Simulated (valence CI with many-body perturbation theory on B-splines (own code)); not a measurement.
**Levels and ionisation energy of Pt²⁹⁺**

What does CI with core correlation give for the spectrum of Pt²⁹⁺? Levels and ionisation energy come from one run, set against NIST.

The numbers are computed with an in-house CI+MBPT code version 3 (configuration interaction of the valence electrons, many-body perturbation theory for a frozen closed Dirac-Fock core, no-pair Dirac Hamiltonian, B-spline basis), except any that are marked as measured or tabulated.

**1. Starting point**

```
element                                      : platinum (Z = 78, A = 195)
charge                                       : +29
frozen core                                  : [Kr] 4d10
start configuration of the valence electrons : 4f3
nuclear rms radius                           : 5.4270 fm
```

**2. The calculation**

Settings of the run:

```ini
atom Pt  Z=78  mass_number=195  rms_radius_fm=5.4270
core [Kr] 4d10
valence 4f3
avg = 1
basis = L
breit = 1
cap = 40000
capref = 1200
cscale = 1
de = 0.0
dress = 0
eps = 2e-08
h = 0.27
hh = 1
l2 = 3
lcore = 6
maxit = 60
n2 = 5
natural = 1
nlev = 60
nno = [5, 5, 6, 7, 5, 3, 2]
nroot = 26
nsp = [3, 3, 3, 2, 1, 0, 0]
pt2 = 1
qed = 1
rpa = 1
s1 = 1
s2 = 1
s3 = 1
screen = 1
tol = 2e-05
```

Run with:

```sh
$ python run_cv.py task.json out
```

task.json holds these settings.

The log of the run:

```text
rmax 5.0 intervals 59 orbitals 82 references ['4f3', '4f2 5s', '4f2 5p', '4f 5s2', '4f2 5d'] scf 4
2J=8 par=0 roots 2 ref 30 generators 3 cand 1186/1186 P 715/715 nnz 0 it 0
2J=8 par=0 roots 2 ref 30 generators 6 cand 501/501 P 969/969 nnz 0 it 0
   second order: generators 7 cand 247/247 e2 -0.00000 -0.00000
2J=4 par=0 roots 2 ref 45 generators 3 cand 1145/1145 P 817/817 nnz 0 it 0
2J=4 par=0 roots 2 ref 45 generators 4 cand 373/373 P 1027/1027 nnz 0 it 0
   second order: generators 7 cand 163/163 e2 -0.00000 -0.00000
2J=10 par=0 roots 2 ref 15 generators 2 cand 937/937 P 614/614 nnz 0 it 0
2J=10 par=0 roots 2 ref 15 generators 6 cand 338/338 P 750/750 nnz 0 it 0
   second order: generators 11 cand 202/202 e2 -0.00000 -0.00000
reference levels 725, estimated 109, window 1450738 1/cm; series limit 5062768, core excitation 1813422
2J=9 par=1 roots 8 ref 62 generators 7 cand 3874/11915 P 2238/8000 nnz 1.5e+07 it 5
2J=9 par=1 roots 8 ref 62 generators 8 cand 3662/10079 P 3139/10805 nnz 2.6e+07 it 5
   second order: generators 12 cand 6789/20255 e2 -0.00002 -0.00000
2J=11 par=1 roots 6 ref 46 generators 4 cand 3370/9980 P 2110/7356 nnz 1.3e+07 it 5
2J=11 par=1 roots 6 ref 46 generators 7 cand 3129/8049 P 2819/9635 nnz 2.2e+07 it 5
   second order: generators 12 cand 7487/22899 e2 -0.00002 -0.00000
2J=3 par=1 roots 7 ref 56 generators 9 cand 4829/11287 P 2507/6472 nnz 9.1e+06 it 7
2J=3 par=1 roots 7 ref 56 generators 9 cand 3287/7369 P 3263/8260 nnz 1.4e+07 it 6
   second order: generators 13 cand 6659/16413 e2 -0.00003 -0.00001
2J=13 par=1 roots 4 ref 27 generators 5 cand 3457/9373 P 2057/6066 nnz 8.6e+06 it 5
2J=13 par=1 roots 4 ref 27 generators 6 cand 2300/5831 P 2754/7966 nnz 1.4e+07 it 5
   second order: generators 8 cand 4109/11849 e2 -0.00002 -0.00000
2J=5 par=1 roots 8 ref 70 generators 8 cand 5499/15227 P 2394/7997 nnz 1.4e+07 it 4
2J=5 par=1 roots 8 ref 70 generators 9 cand 3846/9799 P 3348/10737 nnz 2.4e+07 it 4
   second order: generators 12 cand 8528/24546 e2 -0.00003 -0.00000
2J=7 par=1 roots 8 ref 72 generators 8 cand 5566/16575 P 2138/7999 nnz 1.5e+07 it 5
2J=7 par=1 roots 8 ref 72 generators 9 cand 5656/16633 P 3212/11422 nnz 2.9e+07 it 6
   second order: generators 12 cand 8860/28673 e2 -0.00003 -0.00000
2J=15 par=1 roots 3 ref 16 generators 3 cand 1422/3720 P 1234/3766 nnz 4.1e+06 it 3
2J=15 par=1 roots 3 ref 16 generators 3 cand 1007/2470 P 1645/4969 nnz 7.1e+06 it 4
   second order: generators 3 cand 596/1267 e2 -0.00000 -0.00000
2J=1 par=1 roots 3 ref 30 generators 5 cand 3190/5054 P 2319/3811 nnz 2.9e+06 it 4
2J=1 par=1 roots 3 ref 30 generators 7 cand 2456/3773 P 2842/4747 nnz 4.5e+06 it 4
   second order: generators 9 cand 3237/5000 e2 -0.00001 -0.00000
2J=17 par=1 roots 1 ref 6 generators 1 cand 1140/2665 P 803/2223 nnz 0 it 4
2J=17 par=1 roots 1 ref 6 generators 1 cand 884/1935 P 1088/2940 nnz 2.6e+06 it 4
   second order: generators 1 cand 599/1218 e2 -0.00000 -0.00000
2J=7 par=0 roots 4 ref 58 generators 3 cand 3691/12331 P 2117/6523 nnz 8.9e+06 it 4
2J=7 par=0 roots 4 ref 58 generators 3 cand 2531/8365 P 3051/10038 nnz 2.1e+07 it 4
   second order: generators 15 cand 11670/40090 e2 -0.00003 -0.00001
2J=9 par=0 roots 4 ref 53 generators 3 cand 3461/11694 P 2150/6579 nnz 9.2e+06 it 4
2J=9 par=0 roots 4 ref 53 generators 3 cand 2299/7667 P 3079/9962 nnz 2.1e+07 it 4
   second order: generators 13 cand 9545/31399 e2 -0.00002 -0.00001
2J=3 par=0 roots 4 ref 42 generators 3 cand 3107/8043 P 2302/5321 nnz 5.7e+06 it 4
2J=3 par=0 roots 4 ref 42 generators 6 cand 4900/12433 P 3222/7961 nnz 1.2e+07 it 5
   second order: generators 14 cand 10480/27102 e2 -0.00002 -0.00001
2J=5 par=0 roots 4 ref 55 generators 3 cand 3616/11180 P 2270/6361 nnz 8.2e+06 it 4
2J=5 par=0 roots 4 ref 55 generators 7 cand 5444/16520 P 3206/9667 nnz 1.9e+07 it 5
   second order: generators 14 cand 10096/31462 e2 -0.00002 -0.00002
2J=11 par=0 roots 3 ref 41 generators 2 cand 3082/9719 P 1743/5419 nnz 6.7e+06 it 4
2J=11 par=0 roots 3 ref 41 generators 3 cand 3434/9938 P 2586/8296 nnz 1.6e+07 it 4
   second order: generators 10 cand 9068/29356 e2 -0.00002 -0.00002
2J=13 par=0 roots 2 ref 30 generators 2 cand 2398/7339 P 1586/4092 nnz 4.1e+06 it 3
2J=13 par=0 roots 2 ref 30 generators 3 cand 2989/9006 P 2225/6121 nnz 8.9e+06 it 4
   second order: generators 6 cand 4561/13615 e2 -0.00002 -0.00001
2J=1 par=0 roots 3 ref 23 generators 3 cand 2082/3460 P 2119/3427 nnz 2.4e+06 it 5
2J=1 par=0 roots 3 ref 23 generators 9 cand 3908/6307 P 2865/4733 nnz 4.3e+06 it 6
   second order: generators 12 cand 6490/10548 e2 -0.00002 -0.00001
left out: unestimated 2097245, estimated 1781117, shifts from estimates -12 to 58
```

Run time: 2.9 min. Hardware: 1 thread of Arm Neoverse V1, shared host; peak memory 0.66 GiB.

In the log, the blocks before «reference levels» are the next ion; each later block is one J and parity (par 1 is odd): roots sought, reference size, generators, candidates and the variational space P (configurations/state functions), Hamiltonian entries, Davidson iterations; e2 is the second-order remainder in hartree. Σ1, Σ2 and Σ3 are the one-, two- and three-electron terms by which the core's correlation enters. In the settings nsp and nno count spectroscopic and correlating orbitals by l, and s1, s2, s3 switch or scale the Σ terms.

**3. Energy levels**

The computed levels (result record; ° odd parity; named by the leading configuration and LS term). The first 24 of 59 are listed.

```tsv
#	level	configuration weight	term weight	energy (cm⁻¹)	g	lifetime (s)
0	4f3 ⁴I° 9/2	1.00	0.77	0.0	0.770	-
1	4f3 ⁴I° 11/2	1.00	0.93	31174	0.970	9.23e-04
2	4f3 ⁴F° 3/2	1.00	0.54	40003	0.675	-
3	4f3 ⁴I° 13/2	1.00	0.84	54966	1.080	1.91e-03
4	4f3 ²G° 9/2	1.00	0.34	56936	1.009	8.83e-04
5	4f3 ⁴F° 5/2	1.00	0.44	59496	0.868	1.06e-02
6	4f3 ⁴S° 3/2	1.00	0.54	69575	1.502	2.64e-03
7	4f3 ⁴G° 5/2	1.00	0.48	69730	0.811	2.81e-03
8	4f3 ²G° 7/2	1.00	0.47	70585	1.043	5.25e-03
9	4f3 ⁴I° 15/2	1.00	0.65	73811	1.142	6.16e-03
10	4f3 ⁴G° 7/2	1.00	0.68	84109	1.051	1.74e-03
11	4f3 ²K° 13/2	1.00	0.80	93536	0.964	5.22e-04
12	4f3 ⁴F° 9/2	1.00	0.57	94457	1.173	9.84e-04
13	4f3 ²H° 11/2	1.00	0.58	95135	1.109	1.21e-03
14	4f3 ⁴D° 3/2	1.00	0.29	100538	1.135	9.75e-04
15	4f3 ²P° 1/2	1.00	0.55	101569	0.361	1.18e-03
16	4f3 ⁴D° 5/2	1.00	0.41	106744	1.184	1.12e-03
17	4f3 ²G° 7/2	1.00	0.49	107581	1.019	6.48e-04
18	4f3 ⁴G° 9/2	1.00	0.75	108211	1.107	7.14e-04
19	4f3 ²L° 15/2	1.00	0.51	109829	1.036	7.76e-04
20	4f3 ²H° 11/2	1.00	0.67	117316	1.045	1.49e-03
21	4f3 ²D° 3/2	1.00	0.39	120208	1.138	8.24e-04
22	4f3 ²D° 5/2	1.00	0.76	126509	1.193	7.01e-04
23	4f3 ⁴G° 11/2	1.00	0.55	132982	1.124	9.08e-04
```

**4. What each term adds**

The same run repeats the diagonalisation with simpler Hamiltonians; each column adds a term to the one before, and the last is the full result. Excitation energies in cm⁻¹:

```tsv
level	valence CI alone	+ Σ1	+ Σ2	+ Σ3	+ Breit	full, with QED
4f3 ⁴I° 11/2	31218	31847	32730	32809	31028	31174
4f3 ⁴F° 3/2	41796	41945	38837	39158	39995	40003
4f3 ⁴I° 13/2	55856	56833	57823	57922	54747	54966
4f3 ²G° 9/2	58000	58640	58487	58142	56807	56936
4f3 ⁴F° 5/2	61509	61917	58999	59137	59434	59496
4f3 ⁴S° 3/2	70230	70979	69049	70099	69427	69575
4f3 ⁴G° 5/2	72023	72670	69975	70104	69606	69730
4f3 ²G° 7/2	72344	73106	72078	71761	70433	70585
ionisation energy (eV)	1009.93	1013.65	1020.03	1020.06	1019.94	1020.02
```

**5. Lines**

Listed are the E1 lines of largest gf, the fastest ones to the lowest level and a few forbidden lines. Rates are at computed energies, electric ones in the length gauge, E1 and E2 with static core polarisation; wavelengths are in vacuum.

```tsv
upper	lower	type	λ (nm)	A (1/s)	branching
50: 4f2 5s ²F 7/2	0: 4f3 ⁴I° 9/2	E1	7.132	2.76e+05	0.18
48: 4f2 5s ⁴F 9/2	0: 4f3 ⁴I° 9/2	E1	7.159	5.46e+04	0.04
47: 4f2 5s ⁴F 7/2	0: 4f3 ⁴I° 9/2	E1	7.172	5.15e+04	0.04
58: 4f2 5s ⁴P 3/2	6: 4f3 ⁴S° 3/2	E1	7.256	1.75e+06	0.58
52: 4f2 5s ²H 11/2	4: 4f3 ²G° 9/2	E1	7.340	2.67e+05	0.15
54: 4f2 5s ⁴P 5/2	6: 4f3 ⁴S° 3/2	E1	7.340	1.36e+06	0.62
41: 4f2 5s ⁴H 7/2	0: 4f3 ⁴I° 9/2	E1	7.450	1.12e+05	0.34
48: 4f2 5s ⁴F 9/2	4: 4f3 ²G° 9/2	E1	7.463	2.51e+05	0.21
55: 4f2 5s ²D 3/2	16: 4f3 ⁴D° 5/2	E1	7.533	7.75e+05	0.46
47: 4f2 5s ⁴F 7/2	8: 4f3 ²G° 7/2	E1	7.555	4.46e+05	0.36
48: 4f2 5s ⁴F 9/2	12: 4f3 ⁴F° 9/2	E1	7.678	2.62e+05	0.22
52: 4f2 5s ²H 11/2	20: 4f3 ²H° 11/2	E1	7.680	2.14e+05	0.12
56: 4f2 5s ⁴F 9/2	37: 4f3 ²G° 9/2	E1	8.046	3.59e+05	0.30
52: 4f2 5s ²H 11/2	37: 4f3 ²G° 9/2	E1	8.173	3.29e+05	0.19
50: 4f2 5s ²F 7/2	35: 4f3 ²F° 7/2	E1	8.229	2.79e+05	0.18
8: 4f3 ²G° 7/2	5: 4f3 ⁴F° 5/2	M1	901.8	4.12e+00	0.02
12: 4f3 ⁴F° 9/2	10: 4f3 ⁴G° 7/2	M1	966.4	1.13e+01	0.01
7: 4f3 ⁴G° 5/2	5: 4f3 ⁴F° 5/2	M1	977.2	1.05e+01	0.03
6: 4f3 ⁴S° 3/2	5: 4f3 ⁴F° 5/2	M1	992.2	5.66e+00	0.01
```

**6. Summary of results**

| quantity | computed | tabulated |
| --- | --- | --- |
| lowest level | 4f3 ⁴I° 9/2 | 4f3 ⁴I°9/2 |
| first excitation | 4f3 ⁴I° 11/2, 31174 cm⁻¹ | - |
| ionisation energy, to 4f2 ³H J = 4 | 1020.0 eV | 1040 ± 50 eV (tabulated theoretical) |
| hyperfine A/(μ/I) of the lowest level | 5664 MHz | - |
| no level missing from the run's list below | 1450734 cm⁻¹ | - |

**Reading.** The ionisation energy is 20.0 eV (1.92 %) below the NIST entry, whose uncertainty is 50 eV. Of the added terms Σ2 moves the ionisation energy most, by +6.38 eV. The lowest level is 100 % 4f3. Cautions: the list stops below the first excitations out of the core; by estimate large intervals hold to a few tenths of a per cent, small ones and the rates on them less well.
